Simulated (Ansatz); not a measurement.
# CH₅Ge− (SMILES [CH2-][GeH3]): functionals against CCSD(T) at one geometry

One table from this session's results is given with a row withheld; the runs are named, their logs left out.

Method: single points in def2-TZVPPD; program: Ansatz 0.2.0, Gaussian basis.

Correlated methods freeze the cores. Filled d shells of the heavier atoms are correlated.

### Where the work starts

SMILES `[CH2-][GeH3]`, 7 atoms, charge -1, spin multiplicity 1.

Atoms are counted from 1 here; the program's logs count them from 0.

Bond lengths: C1–Ge2 1.787 Å, C1–H3 1.070 Å, C1–H4 1.249 Å, Ge2–H5 1.553 Å, Ge2–H6 1.566 Å, Ge2–H7 1.446 Å. Angles: Ge2–C1–H3 110.5°, Ge2–C1–H4 106.6°, H3–C1–H4 99.2°, C1–Ge2–H5 110.0°, C1–Ge2–H6 141.1°, C1–Ge2–H7 115.1°, H5–Ge2–H6 86.9°, H5–Ge2–H7 105.4°, H6–Ge2–H7 92.0°.

Coordinates:

| atom | x (Å) | y (Å) | z (Å) |
| --- | --- | --- | --- |
| C1 | -0.09570 | -1.26210 | -0.17540 |
| Ge2 | 0.16720 | 0.49820 | -0.01930 |
| H3 | -1.13320 | -1.49780 | -0.06130 |
| H4 | 0.34300 | -1.78230 | 0.87240 |
| H5 | -0.46370 | 1.23970 | -1.22940 |
| H6 | -0.27020 | 1.72370 | 0.85150 |
| H7 | 1.55210 | 0.91280 | 0.00410 |

Set-up of the first run:

run/in.yaml reads:

```yaml
crystal:
  periodic: [false, false, false]
  atoms:
    - {symbol: C, position_ang: [-0.095700, -1.262100, -0.175400]}
    - {symbol: Ge, position_ang: [0.167200, 0.498200, -0.019300]}
    - {symbol: H, position_ang: [-1.133200, -1.497800, -0.061300]}
    - {symbol: H, position_ang: [0.343000, -1.782300, 0.872400]}
    - {symbol: H, position_ang: [-0.463700, 1.239700, -1.229400]}
    - {symbol: H, position_ang: [-0.270200, 1.723700, 0.851500]}
    - {symbol: H, position_ang: [1.552100, 0.912800, 0.004100]}
basis:
  gaussian: {orbitals: "def2-TZVPPD.json"}
total_charge: -1
correlation: {method: ccsd_t}
output: {forces: true}
```

The basis file named in the input lies beside it (Basis Set Exchange, JSON).

The command line of these runs was not kept.

Steps of the session up to this table: CCSD(T)/def2-TZVPPD; PBE0-D4/def2-TZVPPD; wB97M-V/def2-TZVPPD; r2SCAN-D4/def2-TZVPPD; PBE-D4/def2-TZVPPD; BHLYP-D4/def2-TZVPPD; HSE06-D4/def2-TZVPPD.

One of the session's tables, all rows but one given; the rest of the session is left out.

```
   method  RMS force component (eV/Å)  angle to CCSD(T) forces (°)
  CCSD(T)                       1.523                    reference
  PBE0-D4                       1.500                          4.3
  wB97M-V                       1.507                          3.0
r2SCAN-D4                           ?                            ?
   PBE-D4                       1.476                          6.6
 BHLYP-D4                       1.559                          5.5
 HSE06-D4                       1.500                          4.3
```

Estimate the missing values for r2SCAN-D4.

**Answer.** RMS force component (eV/Å): 1.470; angle to CCSD(T) forces (°): 3.3. In the column «RMS force component (eV/Å)» it is the lowest.

To keep in mind: The anion's highest level is positive in at least one run, so there the basis alone may hold the extra electron.
